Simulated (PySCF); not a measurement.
# Cl4Pr ([PrCl4]-): the cost of one run

Computed with PySCF 2.14.0 and routines of our own; the level stands in each step. Atoms count from 0.

## 1. The starting structure

5 atoms, charge -1, states of the metal's open shell are computed; geometry from: model geometry, bond lengths from ionic radii.

## 2. Ligand-field states: state-averaged CASSCF in water

The job: settings as JSON, then the geometry in Å.

```
{"job": {"kind": "lf", "basis": {"metal": "x2c-TZVPall", "ligand": "x2c-SVPall"}, "nevpt": true, "solvent": "water"}, "charge": -1, "metal": "Pr", "open_shell": "f2"}
Pr     0.000000     0.000000     0.000000
Cl     1.489564     1.489564     1.489564
Cl    -1.489564    -1.489564     1.489564
Cl    -1.489564     1.489564    -1.489564
Cl     1.489564    -1.489564    -1.489564
```

Method: state-averaged CASSCF of the metal f shell, SC-NEVPT2 on the averaged canonical orbitals, state-interaction spin-orbit coupling.

Started as:

```
> OMP_NUM_THREADS=1 python lf_run.py task.json out
```

One launch serves the whole session: the jobs run in the order shown.

**Question.** How long does this job take on 1 thread of Arm Neoverse V1, shared host, and how much memory does it need?

About 44 s, with a peak of 0.52 GiB.
